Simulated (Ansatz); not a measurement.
# C₃H₇AlSi: one species, many methods

The task here is to estimate one member of a computed series from the others.

Computed with Ansatz 0.2.0, Gaussian basis. Level: functionals in def2-TZVPP, the program's frozen cores in correlated methods.

Levels to be run: LDA (SPW92), PBE-D4, revPBE-D4, BLYP-D4, r2SCAN-D4, B97M-V, PBE0-D4, B3LYP-D4, r2SCANh-D4, r2SCAN0-D4, HSE06-D4, BHLYP-D4, CAM-B3LYP-D4, LC-ωPBE, ωB97X-V, ωB97M-V, B2PLYP, PBE-QIDH; CCSD(T)/def2-SVP; CCSD(T)/def2-TZVPP; MP2/def2-QZVPP; extrapolation to the limit; RPA on PBE.

### The geometry

All runs share one geometry, relaxed beforehand with PBE0-D4 in a triple-zeta def2 set.

SMILES `CC1=C[SiH]1[AlH2]`, 12 atoms, charge 0, spin multiplicity 1.

Atoms are counted from 1 here; the program's logs count them from 0.

Bond lengths: C1–C2 1.477 Å, C1–H6 1.093 Å, C1–H7 1.093 Å, C1–H8 1.093 Å, C2–C3 1.316 Å, C2–Si4 1.851 Å, C3–Si4 1.838 Å, C3–H9 1.083 Å, Si4–Al5 2.428 Å, Si4–H10 1.495 Å, Al5–H11 1.590 Å, Al5–H12 1.591 Å. Angles: C2–C1–H6 111.8°, C2–C1–H7 110.3°, C2–C1–H8 110.4°, H6–C1–H7 108.7°, H6–C1–H8 108.8°, H7–C1–H8 106.7°, C1–C2–C3 140.5°, C1–C2–Si4 150.9°, C3–C2–Si4 68.6°, C2–C3–Si4 69.6°, C2–C3–H9 138.0°, Si4–C3–H9 152.4°, C2–Si4–C3 41.8°, C2–Si4–Al5 119.1°, C2–Si4–H10 116.6°, C3–Si4–Al5 119.2°, C3–Si4–H10 116.8°, Al5–Si4–H10 119.8° and more.

Set-up of the first run:

Input file in.yaml:

```yaml
crystal:
  periodic: [false, false, false]
  atoms:
    - {symbol: C, position_ang: [-1.543044, 0.884980, 1.199743]}
    - {symbol: C, position_ang: [-0.201283, 0.521300, 0.702098]}
    - {symbol: C, position_ang: [0.971066, 0.119899, 1.143705]}
    - {symbol: Si, position_ang: [1.008846, 0.317086, -0.683118]}
    - {symbol: Al, position_ang: [0.868674, -1.654961, -2.092032]}
    - {symbol: H, position_ang: [-1.614732, 0.783415, 2.286108]}
    - {symbol: H, position_ang: [-1.782230, 1.916329, 0.927132]}
    - {symbol: H, position_ang: [-2.305492, 0.253029, 0.736175]}
    - {symbol: H, position_ang: [1.435967, -0.113671, 2.093809]}
    - {symbol: H, position_ang: [1.637551, 1.565289, -1.213107]}
    - {symbol: H, position_ang: [0.185361, -2.954248, -1.481635]}
    - {symbol: H, position_ang: [1.416313, -1.693649, -3.584978]}
basis:
  gaussian: {orbitals: def2-TZVPP}
hamiltonian: {xc: lda}
output: {orbitals: {seedname: orbitals}}
```

Started as:

```
$ ansatz run in.yaml --threads 4 --pin off --events-out ev --progress --plain --max-ram 10444MiB
```

Among the steps run: LDA; PBE-D4 (GGA); revPBE-D4 (GGA); BLYP-D4 (GGA); r2SCAN-D4 (meta-GGA); B97M-V (meta-GGA); PBE0-D4 (hybrid); B3LYP-D4 (hybrid); r2SCANh-D4 (hybrid); r2SCAN0-D4 (hybrid); HSE06-D4 (hybrid); BHLYP-D4 (hybrid); CAM-B3LYP-D4 (range-separated); LC-ωPBE (range-separated); ωB97X-V (range-separated); ωB97M-V (range-separated); B2PLYP (double hybrid); PBE-QIDH (double hybrid).

One table of the session follows, with a row left open; its other results are not shown here.

It belongs to the step «Frontier levels by functional». 

| functional | HOMO (eV) | LUMO (eV) | gap (eV) |
| --- | --- | --- | --- |
| LDA (SPW92) | -5.93 | -2.97 | 2.96 |
| PBE-D4 | -5.85 | -2.78 | 3.07 |
| revPBE-D4 | -5.81 | -2.69 | 3.12 |
| BLYP-D4 | -5.71 | -2.65 | 3.06 |
| r2SCAN-D4 | -6.04 | -2.57 | 3.47 |
| B97M-V | -6.11 | -2.76 | 3.36 |
| PBE0-D4 | -6.88 | -2.07 | 4.81 |
| B3LYP-D4 | -6.70 | -2.25 | 4.45 |
| r2SCANh-D4 | -6.42 | -2.32 | 4.10 |
| r2SCAN0-D4 | -7.00 | -1.95 | 5.05 |
| HSE06-D4 | -6.49 | -2.43 | 4.06 |
| BHLYP-D4 | ? | ? | ? |
| CAM-B3LYP-D4 | -8.12 | -1.13 | 6.98 |
| LC-ωPBE | -9.40 | -0.10 | 9.30 |
| ωB97X-V | -9.08 | -0.20 | 8.88 |
| ωB97M-V | -8.88 | -0.43 | 8.44 |

Estimate the missing values for BHLYP-D4.

Worked estimate for «HOMO (eV)». Against the share of exact exchange, BLYP-D4 (0, -5.71), B3LYP-D4 (0.2, -6.70) give a slope of -4.95 per unit share; at 0.5 the line stands at -8.18.

As computed: HOMO (eV): -7.80; LUMO (eV): -1.31; gap (eV): 6.50. In «HOMO (eV)» the line misses by -0.38.
